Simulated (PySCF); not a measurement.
**[Er(OH)2]+: forces at shaken geometries**

Aim: move all atoms of relaxed [Er(OH)2]+ at random and read energies and forces. It is a constructed species; whether it can be made isn't addressed.

Program: PySCF 2.14.0. Level of theory: TPSS, Er lcecp-1-SVP with ECP57, O def2-SVP, H def2-SVP; scalar-relativistic core potentials, no spin–orbit coupling. These are calculated values, not measurements.

5 further runs of the same task are left out: 1 for a known fault of the program, 2 that didn't finish, 2 set aside as unsound or not needed.

## 1. Starting geometry

5 atoms, charge 1, spin multiplicity 1.

Bond lengths: Er1–O2 1.947 Å, Er1–O4 1.947 Å, O2–H3 0.971 Å, O4–H5 0.971 Å. Angles: O2–Er1–O4 114.9°, Er1–O2–H3 166.1°, Er1–O4–H5 166.1°.

Geometry (Å):

```xyz
5
ErH2O2
Er    0.04428   -0.97115    0.07680
O    -0.00331    0.20204    1.63050
H    -0.03529    0.95606    2.24216
O    -0.00331   -0.05675   -1.64199
H    -0.03529    0.59175   -2.36456
```

Formal oxidation states: Er +3. Each metal's 11 4f electrons lie in its core potential, so multiplicities, spins and levels count the valence alone. An earlier session relaxed this geometry at TPSS, Er lcecp-1-SVP with ECP57, O def2-SVP, H def2-SVP (singlet, point group C2v).

Its energy there is -189.681538 Eh.

## 2. Atoms moved at random, σ = 0.03 Å

Input file run.py (the lines that set the calculation):

```python
mol = gto.M(atom='''
Er     0.03464    -0.92646     0.08687
O      0.02307     0.19474     1.57694
H     -0.01971     0.95985     2.25374
O     -0.04805    -0.10122    -1.65392
H     -0.02288     0.59504    -2.32071''',
    basis={'Er': 'lcecp-1-SVP', 'O': 'def2-SVP', 'H': 'def2-SVP'},
    ecp={'Er': 'lcecp-1-SVP'},
    charge=1, spin=0)
mf = dft.RKS(mol, xc='TPSS')
mf.grids.atom_grid = (50, 194)  # f atoms: unpruned, at least (60, 302)
mf = mf.density_fit()  # fitting sets: Er AutoAux, O def2-universal-JKFIT, H def2-universal-JKFIT
mf.conv_tol = 1e-08; mf.max_cycle = 55
mf.kernel(dm0)  # dm0: the density of the relaxed state
```

Launch:

```console
$ OMP_NUM_THREADS=2 python run.py
```

What it wrote:

```text
init E= -189.680340076851
  HOMO = -0.453535706055172  LUMO = -0.283598702775464  gap/eV = 4.62422
cycle= 1 E= -189.674274625606  delta_E= 0.00607  |g|= 0.0376  |ddm|= 0.23
  HOMO = -0.448534577104204  LUMO = -0.278617699149752  gap/eV = 4.62367
cycle= 2 E= -189.674357128872  delta_E= -8.25e-05  |g|= 0.0315  |ddm|= 0.0603
  HOMO = -0.449590381900166  LUMO = -0.279267436379257  gap/eV = 4.63472
cycle= 3 E= -189.674448300839  delta_E= -9.12e-05  |g|= 0.0222  |ddm|= 0.0314
  HOMO = -0.449570522648404  LUMO = -0.279678506591228  gap/eV = 4.62300
cycle= 4 E= -189.67454986589  delta_E= -0.000102  |g|= 0.00175  |ddm|= 0.0164
  HOMO = -0.449526704375096  LUMO = -0.279631467814589  gap/eV = 4.62308
cycle= 5 E= -189.674550568747  delta_E= -7.03e-07  |g|= 0.000367  |ddm|= 0.00194
  HOMO = -0.449612920631633  LUMO = -0.279629645267391  gap/eV = 4.62548
cycle= 6 E= -189.674550566117  delta_E= 2.63e-09  |g|= 0.00039  |ddm|= 0.000517
  HOMO = -0.449572190640388  LUMO = -0.279635563023817  gap/eV = 4.62421
cycle= 7 E= -189.674550598117  delta_E= -3.2e-08  |g|= 1.62e-05  |ddm|= 0.000264
  HOMO = -0.449569851372378  LUMO = -0.279633803001655  gap/eV = 4.62420
cycle= 8 E= -189.674550598186  delta_E= -6.92e-11  |g|= 4.81e-06  |ddm|= 2.62e-05
  HOMO = -0.449570047192918  LUMO = -0.279634964452537  gap/eV = 4.62417
Extra cycle  E= -189.674550598179  delta_E= 7.39e-12  |g|= 7.35e-06  |ddm|= 1.41e-05
converged SCF energy = -189.674550598179
```

It took 2.8 s on 2 threads of Arm Neoverse V1, shared host.

Result: E = -189.674551 Eh (+0.190 eV from the relaxed state), HOMO -12.23 eV, LUMO -7.61 eV, Mulliken charge on Er1 +1.27 e, largest force component 3.487 eV/Å. 

```
atom      Fx      Fy  Fz (eV/Å)
 Er1   0.038  -2.353     -1.390
  O2  -0.148   3.340      3.487
  H3   0.118  -1.564     -1.370
  O4   0.065   0.363     -0.358
  H5  -0.073   0.214     -0.368
```

## 3. Atoms moved at random, σ = 0.06 Å

Input file run.py (the lines that set the calculation):

```python
mol = gto.M(atom='''
Er     0.09139    -0.94676     0.10062
O     -0.00834     0.12106     1.56352
H     -0.03042     0.93858     2.19913
O     -0.00150     0.00380    -1.67103
H     -0.08406     0.60527    -2.24934''',
    basis={'Er': 'lcecp-1-SVP', 'O': 'def2-SVP', 'H': 'def2-SVP'},
    ecp={'Er': 'lcecp-1-SVP'},
    charge=1, spin=0)
mf = dft.RKS(mol, xc='TPSS')
mf.grids.atom_grid = (50, 194)  # f atoms: unpruned, at least (60, 302)
mf = mf.density_fit()  # fitting sets: Er AutoAux, O def2-universal-JKFIT, H def2-universal-JKFIT
mf.conv_tol = 1e-08; mf.max_cycle = 55
mf.kernel(dm0)  # dm0: the density of the relaxed state
```

Launch:

```console
$ OMP_NUM_THREADS=2 python run.py
```

What it wrote:

```text
init E= -189.708141448906
  HOMO = -0.420189265239983  LUMO = -0.277378684149074  gap/eV = 3.88607
cycle= 1 E= -189.641641671205  delta_E= 0.0665  |g|= 0.0946  |ddm|= 0.371
  HOMO = -0.450611395632851  LUMO = -0.278279046959476  gap/eV = 4.68940
cycle= 2 E= -189.637630006103  delta_E= 0.00401  |g|= 0.162  |ddm|= 0.208
  HOMO = -0.428465022372161  LUMO = -0.282320379314513  gap/eV = 3.97680
cycle= 3 E= -189.643127713632  delta_E= -0.0055  |g|= 0.0507  |ddm|= 0.152
  HOMO = -0.434152050079617  LUMO = -0.282597444522622  gap/eV = 4.12401
cycle= 4 E= -189.643631061726  delta_E= -0.000503  |g|= 0.00375  |ddm|= 0.038
  HOMO = -0.433647196580067  LUMO = -0.282506004178174  gap/eV = 4.11276
cycle= 5 E= -189.643631621379  delta_E= -5.6e-07  |g|= 0.00365  |ddm|= 0.00552
  HOMO = -0.433736741556671  LUMO = -0.282506475597362  gap/eV = 4.11519
cycle= 6 E= -189.643634358156  delta_E= -2.74e-06  |g|= 0.000231  |ddm|= 0.00227
  HOMO = -0.433762704387995  LUMO = -0.282501687715072  gap/eV = 4.11602
cycle= 7 E= -189.643634373365  delta_E= -1.52e-08  |g|= 4.17e-05  |ddm|= 0.000339
  HOMO = -0.433756039015408  LUMO = -0.282501503186847  gap/eV = 4.11585
cycle= 8 E= -189.64363437386  delta_E= -4.95e-10  |g|= 8.89e-06  |ddm|= 5.11e-05
  HOMO = -0.43375890430935  LUMO = -0.282501678312887  gap/eV = 4.11592
Extra cycle  E= -189.643634373836  delta_E= 2.44e-11  |g|= 1.42e-05  |ddm|= 1.84e-05
converged SCF energy = -189.643634373836
```

Wall time 2.8 s (2 threads of Arm Neoverse V1, shared host).

It gives: E = -189.643634 Eh (+1.031 eV from the relaxed state), HOMO -11.80 eV, LUMO -7.69 eV, Mulliken charge on Er1 +1.27 e, largest force component 8.594 eV/Å. 

```
atom      Fx      Fy  Fz (eV/Å)
 Er1   0.176  -2.438     -4.843
  O2  -0.207   4.894      5.139
  H3  -0.009  -1.981     -1.404
  O4   1.065  -8.184      8.594
  H5  -1.025   7.709     -7.487
```

## 4. Atoms moved at random, σ = 0.1 Å

Input file run.py (the lines that set the calculation):

```python
mol = gto.M(atom='''
Er    -0.02613    -0.79982     0.21307
O      0.07209     0.16578     1.74820
H      0.03618     0.90622     1.98962
O     -0.11315    -0.00719    -1.59587
H     -0.00191     0.45697    -2.41211''',
    basis={'Er': 'lcecp-1-SVP', 'O': 'def2-SVP', 'H': 'def2-SVP'},
    ecp={'Er': 'lcecp-1-SVP'},
    charge=1, spin=0)
mf = dft.RKS(mol, xc='TPSS')
mf.grids.atom_grid = (50, 194)  # f atoms: unpruned, at least (60, 302)
mf = mf.density_fit()  # fitting sets: Er AutoAux, O def2-universal-JKFIT, H def2-universal-JKFIT
mf.conv_tol = 1e-08; mf.max_cycle = 55
mf.kernel(dm0)  # dm0: the density of the relaxed state
```

Launch:

```console
$ OMP_NUM_THREADS=2 python run.py
```

What it wrote:

```text
init E= -189.680236221125
  HOMO = -0.45997885169022  LUMO = -0.286350343224669  gap/eV = 4.72467
cycle= 1 E= -189.598669952616  delta_E= 0.0816  |g|= 0.142  |ddm|= 0.747
  HOMO = -0.401671155542957  LUMO = -0.283395212624111  gap/eV = 3.21845
cycle= 2 E= -189.579160137142  delta_E= 0.0195  |g|= 0.336  |ddm|= 0.388
  HOMO = -0.441993281719379  LUMO = -0.283437125631139  gap/eV = 4.31453
cycle= 3 E= -189.603290371293  delta_E= -0.0241  |g|= 0.0453  |ddm|= 0.259
  HOMO = -0.44076818431146  LUMO = -0.287290864096892  gap/eV = 4.17633
cycle= 4 E= -189.603692433409  delta_E= -0.000402  |g|= 0.0191  |ddm|= 0.0595
  HOMO = -0.441321857272493  LUMO = -0.28661939206582  gap/eV = 4.20967
cycle= 5 E= -189.603768895786  delta_E= -7.65e-05  |g|= 0.00612  |ddm|= 0.0182
  HOMO = -0.441291932098921  LUMO = -0.286418608687338  gap/eV = 4.21432
cycle= 6 E= -189.603776152226  delta_E= -7.26e-06  |g|= 0.000562  |ddm|= 0.00442
  HOMO = -0.441288798250685  LUMO = -0.286464320952831  gap/eV = 4.21299
cycle= 7 E= -189.603776232622  delta_E= -8.04e-08  |g|= 6.59e-05  |ddm|= 0.000674
  HOMO = -0.441289349235583  LUMO = -0.286461866542009  gap/eV = 4.21307
cycle= 8 E= -189.603776233602  delta_E= -9.8e-10  |g|= 1.71e-05  |ddm|= 7.75e-05
  HOMO = -0.441292421060947  LUMO = -0.286461448500404  gap/eV = 4.21317
Extra cycle  E= -189.603776233544  delta_E= 5.82e-11  |g|= 2.39e-05  |ddm|= 3.62e-05
converged SCF energy = -189.603776233544
```

It took 2.8 s on 2 threads of Arm Neoverse V1, shared host.

Read off: E = -189.603776 Eh (+2.116 eV from the relaxed state), HOMO -12.01 eV, LUMO -7.80 eV, Mulliken charge on Er1 +1.27 e, largest force component 18.712 eV/Å. 

```
atom      Fx       Fy  Fz (eV/Å)
 Er1  -0.334   -3.903     -4.967
  O2   0.980  -14.955     -2.505
  H3  -0.742   18.712      7.028
  O4   0.091   -0.625      1.601
  H5   0.005    0.772     -1.157
```

## 5. The displacements side by side

| σ (Å) | energy rise (eV) | harmonic estimate −½ F·u (eV) | largest force component (eV/Å) |
| --- | --- | --- | --- |
| 0.03 | 0.190 | 0.193 | 3.49 |
| 0.06 | 1.031 | 1.131 | 8.59 |
| 0.1 | 2.116 | 1.889 | 18.71 |

Every displacement raises the energy. For a harmonic well the rise equals −½ F·u; the two differ by at most 11 % here (a move with σ = 0.1 Å), from anharmonicity, the grid and the small forces left at the relaxed point. These are double-zeta-type bases without diffuse functions. Spin–orbit coupling is left out.
